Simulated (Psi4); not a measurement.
# SSAPT0/aug-cc-pVDZ (density fitting, density fitting for correlation, fragments set) run of CH5BClN (SMILES CN.[B]Cl)

Wanted: the interaction energy of CH5BClN. 

Program for the calculation: Psi4 1.11.

7 further runs of the same task are left out: 1 that didn't finish, 6 set aside as unsound or not needed.

## (1) Starting point

CH5BClN: 9 atoms, total charge 0, spin state singlet. SMILES: `CN.[B]Cl`. Geometry: relaxed at GFN2-xTB.

Bond lengths: C1–N2 1.454 Å, B8–Cl9 1.577 Å, C1–H3 1.099 Å, C1–H4 1.090 Å, C1–H5 1.090 Å, N2–H6 1.016 Å, N2–H7 1.016 Å. Angles: C1–N2–H6 110.2°, C1–N2–H7 109.9°, N2–C1–H3 114.3°, N2–C1–H4 108.7°, N2–C1–H5 108.7°, H6–N2–H7 107.3°, H3–C1–H4 108.3°, H3–C1–H5 108.2°, H4–C1–H5 108.5°.

## (2) The interaction energy at SSAPT0/aug-cc-pVDZ (density fitting, density fitting for correlation, fragments set)

Input file calc.dat:

```
memory 1600 mb

molecule geom {
  0 1
  C     -0.699130    -0.305700     0.903080
  N      0.662930    -0.246320     0.396380
  H     -0.787140    -0.131520     1.984170
  H     -1.112340    -1.289230     0.680350
  H     -1.296520     0.446150     0.386680
  H      1.242560    -0.934350     0.867750
  H      1.062920     0.667690     0.586120
  --
  0 1
  B      0.971860     2.338400    -5.498250
  Cl     0.695350     0.887750    -4.944230
  symmetry c1
  no_reorient
  no_com
}

set basis aug-cc-pVDZ
set reference rhf
set scf_type df
set freeze_core true

energy_value, wavefunction = energy("ssapt0", return_wfn=True)
```

Started as:

```
$ psi4 -n 1 calc.dat calc.out
```

What values should one expect? Wanted: interaction energy.

Computed results:

At SSAPT0/aug-cc-pVDZ (density fitting, density fitting for correlation, fragments set):

| quantity | value |
| --- | --- |
| interaction energy | -2.00 kJ/mol |
